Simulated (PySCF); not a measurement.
# [Yb(P5)]2+: other functionals and bases at one geometry

The task here is to estimate one member of a computed series from the others.

Program: PySCF 2.14.0. Level of theory: several levels, as the steps say, no spin–orbit coupling. These are calculated values, not measurements.

3 further runs of the same task are left out: 2 for a known fault of the program, 1 that didn't finish.

## The system as given

6 atoms, charge 2, spin multiplicity 1.

Bond lengths: Yb1–P2 2.862 Å, Yb1–P3 2.862 Å, Yb1–P4 2.862 Å, Yb1–P5 2.862 Å, Yb1–P6 2.862 Å, P2–P3 2.187 Å, P2–P6 2.187 Å, P3–P4 2.187 Å, P4–P5 2.187 Å, P5–P6 2.187 Å. Angles: P2–Yb1–P3 44.9°, P2–Yb1–P4 76.4°, P2–Yb1–P5 76.4°, P2–Yb1–P6 44.9°, P3–Yb1–P4 44.9°, P3–Yb1–P5 76.4°, P3–Yb1–P6 76.4°, P4–Yb1–P5 44.9°, P4–Yb1–P6 76.4°, P5–Yb1–P6 44.9°, Yb1–P2–P3 67.5°, Yb1–P2–P6 67.5°, P3–P2–P6 108.0°, Yb1–P3–P2 67.5°, Yb1–P3–P4 67.5°, P2–P3–P4 108.0°, Yb1–P4–P3 67.5°, Yb1–P4–P5 67.5° and more.

Coordinates:

```xyz
6
charge 2, multiplicity 1
Yb    0.0000    0.0000   -1.0178
P     1.8604    0.0000    1.1573
P     0.5749    1.7694    1.1573
P    -1.5051    1.0935    1.1573
P    -1.5051   -1.0935    1.1573
P     0.5749   -1.7693    1.1573
```

Formal oxidation states: Yb +3. Each metal's 13 4f electrons lie in its core potential, so multiplicities, spins and levels count the valence alone. An earlier session relaxed this geometry at BP86, Yb lcecp-1-SVP with ECP59, P def2-SVP (singlet, point group C5v).

At BP86 on the finer grid: E = -1745.278380 Eh, HOMO -15.22 eV, LUMO -14.07 eV, Mulliken charge on Yb1 +1.12 e, largest force component 0.009 eV/Å. 

Levels to run: B3LYP; TPSS; wB97X; PBE0; BP86, TZVP. Hardware: 2 threads of Intel Xeon at 2.60GHz (Ice Lake), shared host.

Set-up of the first run:

The input, run.py (the lines that set the calculation):

```python
mol = gto.M(atom='''
Yb     0.00000     0.00000    -1.01783
P      1.86042     0.00002     1.15730
P      0.57488     1.76937     1.15730
P     -1.50512     1.09351     1.15730
P     -1.50509    -1.09354     1.15730
P      0.57492    -1.76935     1.15730''',
    basis={'Yb': 'lcecp-1-SVP', 'P': 'def2-SVP'},
    ecp={'Yb': 'lcecp-1-SVP'},
    charge=2, spin=0)
mf = dft.RKS(mol, xc='B3LYP')
mf.grids.atom_grid = (75, 302)  # f atoms: unpruned, at least (60, 302)
mf = mf.density_fit()  # fitting sets: Yb AutoAux, P def2-universal-JKFIT
mf.conv_tol = 1e-08; mf.max_cycle = 55
mf.kernel(dm0)  # dm0: the density of the relaxed state
```

The run is started by

```console
> OMP_NUM_THREADS=2 python run.py
```

Steps of the session up to this table: B3LYP; TPSS; wB97X; PBE0; BP86, TZVP.

One table of the session follows, with a row left open; its other results are not shown here.

```
              level  HOMO (eV)  gap (eV)  charge on Yb1 (e)  dipole (D)  largest force component (eV/Å)
BP86 (relaxed here)     -15.22      1.16               1.12        2.60                            0.01
              B3LYP     -15.81      2.48               1.13        2.85                            0.29
               TPSS          ?         ?                  ?           ?                               ?
              wB97X     -18.16      6.87               1.23        3.74                            1.10
               PBE0     -16.10      2.85               1.23        3.15                            0.60
         BP86, TZVP     -14.92      1.14               1.37        2.29                            0.35
```

Q: Estimate the row for TPSS from the others.

As computed: HOMO (eV): -15.21; gap (eV): 1.29; charge on Yb1 (e): 1.26; dipole (D): 3.00; largest force component (eV/Å): 0.20. In the column «HOMO (eV)» it lies between BP86 (relaxed here) (-15.22) and BP86, TZVP (-14.92).

The dipole of a charged species depends on the origin, so these sizes hold for this origin alone.

In one basis the HOMO–LUMO gap runs from 1.16 eV (BP86) to 6.87 eV (wB97X). The largest leftover force, 1.10 eV/Å with wB97X, stands at a geometry relaxed at another level. With 4f in the core, its levels are missing from HOMO and gap, and its count is fixed, so no charge can pass from the ligands into it. Total energies of different levels can't be compared.
